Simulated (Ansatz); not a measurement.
**Ga2PN: the band gap up the ladder of functionals**

An exercise on one series of results from a longer session: the logs are not shown, and one member is left open.

Program: Ansatz 0.2.0. PAW datasets, plane waves. The calculation is spin-unpolarised, and the structure need not be a phase that has been made.

## Starting point

The cell was relaxed beforehand with r2SCAN.

Space group P-4m2 (No. 115), tetragonal; a = 3.531 Å, c = 4.957 Å in the conventional setting, 15.45 Å³ an atom. Around N lie 4 Ga at 2.04 Å; around Ga lie 2 N at 2.04 Å and 2 P at 2.29 Å; around P lie 4 Ga at 2.29 Å.

Coordinates:

```cif
data_structure
_symmetry_space_group_name_H-M 'P-4m2'
_symmetry_Int_Tables_number 115
_cell_length_a 3.5309
_cell_length_b 3.5309
_cell_length_c 4.9571
_cell_angle_alpha 90.000
_cell_angle_beta 90.000
_cell_angle_gamma 90.000
_cell_volume 61.80
loop_
_atom_site_label
_atom_site_type_symbol
_atom_site_symmetry_multiplicity
_atom_site_Wyckoff_symbol
_atom_site_fract_x
_atom_site_fract_y
_atom_site_fract_z
_atom_site_occupancy
N1 N 1 a 0.00000 0.00000 0.00000 1
Ga1 Ga 2 g 0.00000 0.50000 0.79278 1
P1 P 1 c 0.50000 0.50000 0.50000 1
```

Set-up of the first run:

Input file input.yaml:

```yaml
crystal:
  lattice:
    - [3.5309103143, 0.0, 0.0]
    - [0.0, 3.5309103143, 0.0]
    - [0.0, 0.0, 4.9571255199]
  atoms:
    - { symbol: "N", position: [0.0, 0.0, 0.0] }
    - { symbol: Ga, position: [0.0, 0.5, 0.7927838356] }
    - { symbol: P, position: [0.5, 0.5, 0.5] }
    - { symbol: Ga, position: [0.5, 0.0, 0.2072161644] }
kpoints:
  mp_grid: { grid: [8, 8, 6] }
  band_path:
    path:
      - [[0.0, 0.0, 0.0], [0.0, 0.5, 0.0], [0.5, 0.5, 0.0], [0.0, 0.0, 0.0], [0.0, 0.0, 0.5], [0.0, 0.5, 0.5], [0.5, 0.5, 0.5], [0.0, 0.0, 0.5]]
      - [[0.0, 0.5, 0.0], [0.0, 0.5, 0.5]]
      - [[0.5, 0.5, 0.0], [0.5, 0.5, 0.5]]
    npoints: 10
hamiltonian:
  xc: pbe
scf:
  occupations: { method: fermi_dirac, width: 0.02 }
  n_extra_bands: 5
output:
  forces: true
  stress: true
  eigenvalues: true
```

Steps of the session up to this table: Band structure with PBE; r2SCAN; HSE06 at the same geometry; PBE+SOC at the same geometry.

One table of the session follows, with a row left open; its other results are not shown here.

```
  level  gap (eV)
    PBE     -0.02
 r2SCAN      0.00
  HSE06         ?
PBE+SOC      0.01
```

**Question.** Estimate the row for HSE06.

The run gave: gap (eV): 0.33. In the column «gap (eV)» it is the highest.

Meshes: PBE 8×8×6, r2SCAN 8×8×6, HSE06 6×6×4, PBE+SOC 8×8×6

Limits of these values: Warnings in the runs' records: stress scf threshold loose, stress exchange threshold loose.
